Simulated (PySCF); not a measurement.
# C2H6Pb (Pb(CH3)2): the cost of one run

Method: TPSS, Pb def2-SVP with ECP60, C def2-SVP, H def2-SVP; scalar-relativistic core potentials, no spin–orbit coupling; program: PySCF 2.14.0.

3 further runs of the same task are left out: 2 for a known fault of the program, 1 set aside as unsound or not needed. Runs told in other sessions of the task aren't counted.

### Step 1. Starting geometry

9 atoms, charge 0, spin multiplicity 1.

Bond lengths: Pb1–C2 2.337 Å, Pb1–C6 2.337 Å, C2–H3 1.104 Å, C2–H4 1.107 Å, C2–H5 1.107 Å, C6–H7 1.104 Å, C6–H8 1.107 Å, C6–H9 1.107 Å. Angles: C2–Pb1–C6 91.3°, Pb1–C2–H3 112.3°, Pb1–C2–H4 109.0°, Pb1–C2–H5 109.0°, H3–C2–H4 109.4°, H3–C2–H5 109.4°, H4–C2–H5 107.7°, Pb1–C6–H7 112.3°, Pb1–C6–H8 109.0°, Pb1–C6–H9 109.0°, H7–C6–H8 109.4°, H7–C6–H9 109.4°, H8–C6–H9 107.7°.

As a file:

```
Pb    0.00000    0.00000   -0.79022
C     1.67096    0.00000    0.84382
H     2.68403    0.00000    0.40599
H     1.54800    0.89357    1.48485
H     1.54800   -0.89357    1.48485
C    -1.67096    0.00000    0.84382
H    -2.68403    0.00000    0.40599
H    -1.54800   -0.89357    1.48485
H    -1.54800    0.89357    1.48485
```

Formal oxidation states: Pb +2. An earlier session relaxed this geometry at TPSS, Pb def2-SVP with ECP60, C def2-SVP, H def2-SVP (singlet, point group C2v).

Its energy there is -272.565962 Eh.

### Step 2. Multiplicity 3 at the relaxed geometry

The input, run.py (the lines that set the calculation):

```python
mol = gto.M(atom='''
Pb     0.00000     0.00000    -0.79022
C      1.67096     0.00000     0.84382
H      2.68403     0.00000     0.40599
H      1.54800     0.89357     1.48485
H      1.54800    -0.89357     1.48485
C     -1.67096     0.00000     0.84382
H     -2.68403     0.00000     0.40599
H     -1.54800    -0.89357     1.48485
H     -1.54800     0.89357     1.48485''',
    basis={'Pb': 'def2-SVP', 'C': 'def2-SVP', 'H': 'def2-SVP'},
    ecp={'Pb': 'def2-SVP'},
    charge=0, spin=2)
mf = dft.UKS(mol, xc='TPSS')
mf.grids.atom_grid = (50, 194)
mf = mf.density_fit()  # fitting sets: Pb def2-universal-JKFIT, C def2-universal-JKFIT, H def2-universal-JKFIT
mf.conv_tol = 1e-08; mf.max_cycle = 55
mf.kernel(dm0)  # dm0: free metal ions and neutral atoms
```

On the command line:

```bash
> OMP_NUM_THREADS=2 python run.py
```

**Question.** How long does this run take on 2 threads of Arm Neoverse V1, shared host?

About 5.6 s.
